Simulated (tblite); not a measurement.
# H36Si25: the cost of one run

Programs: tblite 0.8.0 and PySCF 2.14.0, with routines of our own; each step states its level. All values are computed. Atoms count from 0.

## (1) The starting structure

61 atoms, charge 0, multiplicity 1; geometry from: force field, distance geometry or constructed start.

## (2) Optimising the geometry with GFN2-xTB

The job: settings as JSON, then the geometry in Å.

```
{"job": {"kind": "relax", "xc": "GFN2-xTB", "basis": "xTB"}, "charge": 0, "multiplicity": 1}
Si    -4.188300     0.202000     2.561200
Si    -4.196400     0.206400     0.204200
Si    -4.188000     2.418700    -0.571800
Si    -6.114100     3.534000     2.556600
Si    -6.114400     3.528400     0.214500
Si    -4.196500     2.420500     3.344100
Si     3.487400     0.205500    -3.711700
Si     5.410900    -0.902100    -0.571300
Si     5.410200    -0.906900    -2.924900
Si     1.564400    -0.905600    -0.571200
Si     1.565100    -0.906000    -2.926600
Si     1.564700    -3.124000    -3.708400
Si     3.483900    -4.229900    -0.567800
Si     3.489500    -4.231200    -2.927200
Si    -2.275300    -0.899700    -0.572600
Si     3.485400     0.204400     0.217400
Si     5.407900    -3.120100     0.212000
Si    -0.354000     0.200400     2.561800
Si    -0.353500     0.205600     0.213600
Si     1.570000    -3.121100     0.213800
Si    -2.275400    -0.901000     3.348200
Si    -0.353800     2.422500    -0.573000
Si    -2.269700     3.534200     2.569400
Si    -2.277300     3.525300     0.209600
Si    -0.352400     2.423600     3.347600
H     -5.375100    -0.475900     3.045300
H     -5.368300    -0.472700    -0.269600
H     -4.193800     2.421600    -2.011600
H     -6.112800     4.887600     3.040800
H     -7.288000     2.851100     3.046200
H     -6.109800     4.887800    -0.270000
H     -7.291000     2.852000    -0.268700
H     -4.194200     2.421100     4.784800
H      3.489400     0.202500    -5.144700
H      3.488500     1.563200    -3.231700
H      6.583800    -0.223800    -0.095700
H      6.582500    -0.225900    -3.408600
H      5.747900    -2.143400    -3.573800
H      0.392500    -0.229900    -3.404600
H      1.562400    -3.118600    -5.147200
H      0.391300    -3.803100    -3.224600
H      3.493200    -5.593900    -0.089100
H      4.736800    -3.903100    -3.574800
H      3.489900    -5.588800    -3.406300
H     -2.276800    -0.903100    -2.010400
H     -2.275000    -2.260900    -0.096200
H      3.489700     0.203900     1.650500
H      3.487000     1.564000    -0.266600
H      6.584900    -3.800400    -0.268700
H      5.409400    -3.121300     1.653100
H      0.821900    -0.482300     3.045900
H      0.398000    -3.799500    -0.269200
H      1.566800    -3.122400     1.651200
H     -2.276500    -0.906400     4.783700
H     -2.272400    -2.263400     2.868200
H     -0.353400     2.424000    -2.012200
H      0.829400     3.094100    -0.094700
H     -2.270400     4.894800     3.042100
H     -2.273000     4.886500    -0.264900
H      0.821900     3.101800     2.865700
H     -0.356700     2.421900     4.788200
```

Launch:

```
$ OMP_NUM_THREADS=4 python large_run.py task.json out
```

The driver reads the jobs from task.json and runs them one after another.

Q: Estimate the wall time and peak memory of this first job on 4 threads of Arm Neoverse N1, shared host.

About 26 s, with a peak of 0.13 GiB.
